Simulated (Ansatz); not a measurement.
Crystal: TaWC2.

```
W Ta C
1.0
     1.57186    0.90751    5.10162
    -1.57186    0.90751    5.10162
     0.00000   -1.81502    5.10162
W Ta C
1 1 2
Direct
  0.00000 0.00000 0.00000
  0.50000 0.50000 0.50000
  0.25093 0.25093 0.25093
  0.74907 0.74907 0.74907
```

The cell comes from a database or a generator and needn't be the stable form of this composition.

```yaml
Program: Ansatz 0.2.0
Task: relaxation of cell and atoms
Functional: HSE06
Potentials_or_basis: Ansatz PAW
Cutoff: "420 eV (not typed: the program's choice for these potentials)"
k_mesh: 6 × 6 × 6
Occupations: fermi-dirac, width 0.05 eV
Spin: no spin polarisation
```

At the start: volume 10.92 Å³/atom.

Q: Where does the relaxation end?

A: It ends after 9 steps and the volume is 10.60 Å³/atom (-2.9 %); space group R-3m (No. 166, to 0.05 Å).

The path:
| step | energy change (eV) | largest force (eV/Å) | volume (Å³) |
| --- | --- | --- | --- |
| 1 | 0.0000 | 0.0917 | 43.66 |
| 2 | -0.0269 | 0.0703 | 41.65 |
| 3 | -0.0443 | 0.0266 | 42.45 |
| 4 | -0.0444 | 0.0148 | 42.43 |
| 5 | -0.0445 | 0.0081 | 42.43 |
| 6 | -0.0445 | 0.0000 | 42.43 |
| 7 | -0.0426 | 0.0000 | 42.43 |
| 8 | -0.0426 | 0.0000 | 42.42 |
| 9 | -0.0425 | 0.0000 | 42.42 |

Final structure:
```yaml
crystal:
  lattice:
    - [1.55305, 0.89665, 5.07686]
    - [-1.55305, 0.89665, 5.07686]
    - [0.00000, -1.79331, 5.07686]
  atoms:
    - { symbol: W, position: [0.00000, 0.00000, 0.00000] }
    - { symbol: Ta, position: [0.50000, 0.50000, 0.50000] }
    - { symbol: C, position: [0.25130, 0.25130, 0.25130] }
    - { symbol: C, position: [0.74870, 0.74870, 0.74870] }
```

Caveat: the k mesh is coarse (spacing up to 0.39 Å⁻¹), so the values aren't converged, least of all with exact exchange; the plane-wave basis is chosen anew once the cell has moved, so the energies of steps on either side of that aren't comparable; the PAW data sets come from PBE, with cores solved anew for the run's functional, which leaves a small shift of forces and pressure.
